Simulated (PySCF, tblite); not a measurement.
# C₃H₂BrN₃: geometry, infrared bands, NMR shifts and spin-spin couplings

Wanted: the infrared bands, NMR shifts and spin-spin couplings of C₃H₂BrN₃ (`Brc1cncnn1`), by calculation.

Computed with tblite 0.8.0 and PySCF 2.14.0, with density-fitted response routines of our own, on a single molecule in the gas phase. Atoms are numbered from 0 throughout.

## Step 1: The molecule as given

9 atoms, charge 0, multiplicity 1; geometry from: force field or distance geometry start.

Bonds of the start (Å): Br0–C1 1.90, C1–C2 1.37, C2–N3 1.37, N3–C4 1.35, C4–N5 1.35, N5–N6 1.37, N6–C1 1.34, C2–H7 1.09, C4–H8 1.08.

## Step 2: Relaxing the molecule with GFN2-xTB

Job settings and geometry (Å):

```
{"job": {"kind": "relax", "xc": "GFN2-xTB", "basis": "xTB"}, "charge": 0, "multiplicity": 1}
Br     2.876200    -0.968700     0.081900
C      1.032500    -0.512500    -0.001400
C      0.636200     0.788700     0.142600
N     -0.673000     1.175400     0.084900
C     -1.537100     0.154200    -0.083600
N     -1.201000    -1.143500    -0.228200
N      0.123400    -1.483700    -0.178300
H      1.342500     1.604000     0.292100
H     -2.586100     0.392100    -0.135100
```

Command:

```sh
> OMP_NUM_THREADS=1 python probes_run.py task.json out
```

The driver reads the jobs from task.json and runs them one after another.

**Question.** This job is followed by: GFN2-xTB harmonic vibrations, gas phase; GIAO PBE0/pcSseg-1 NMR shielding, non-relativistic, gas phase; B3LYP/pcJ-1 Br:pcSseg-1 indirect spin-spin coupling, non-relativistic, gas phase. What will the session give for the following? strongest single infrared mode (GFN2-xTB); zero-point energy (GFN2-xTB); 13C shifts against TMS (PBE0/pcSseg-1); 1H shifts against TMS (PBE0/pcSseg-1); 79Br shifts against HBr (PBE0/pcSseg-1); 15N shifts against NH3 (PBE0/pcSseg-1); largest coupling of the table (B3LYP/pcSseg-1+pcJ-1).

The runs gave:

| quantity | value |
| --- | --- |
| strongest single infrared mode (GFN2-xTB) | 1302 cm⁻¹, 71 km/mol |
| zero-point energy (GFN2-xTB) | 32.2 kcal/mol |
| 13C shifts against TMS (PBE0/pcSseg-1) | 176.6, 161.4, 157.1 ppm |
| 1H shifts against TMS (PBE0/pcSseg-1) | 9.90, 8.79 ppm |
| 79Br shifts against HBr (PBE0/pcSseg-1) | 686 ppm |
| 15N shifts against NH3 (PBE0/pcSseg-1) | 487.2, 448.7, 340.8 ppm |
| largest coupling of the table (B3LYP/pcSseg-1+pcJ-1) | 1J(C,H) C4–H8, 218.2 Hz |

What this shows: The optimisation took 17 steps and gained 0.288 eV; among the close pairs (by a distance rule), N5–N6 changed most, from 1.368 to 1.300 Å. All 21 modes are real, so the xTB geometry is a minimum. The strongest single mode, at 1302 cm⁻¹, is spread over several atoms, H7, N3, C2, C1 among them. GFN2-xTB is a fitted tight-binding method: band positions and strengths are rough. Its intensities can rank the bands wrongly. C1 stands next to heavy halogen, whose spin-orbit shielding this run leaves out, so the computed shift lies too far downfield, most of all for carbon beside Br or I. At PBE0/pcSseg-1: The widest tensor belongs to Br0: span 1369 ppm, with a paramagnetic part of -1185 ppm. NICS(1)zz of -25 ppm above the planar ring from C1 marks a diatropic (aromatic) ring current. Of the pairs tabulated at B3LYP/pcSseg-1+pcJ-1, C4–H8 couples most strongly (218.2 Hz; Fermi contact 217.4 Hz). Spin-orbit coupling is left out, which matters for shieldings and couplings at and beside the heavy atoms.
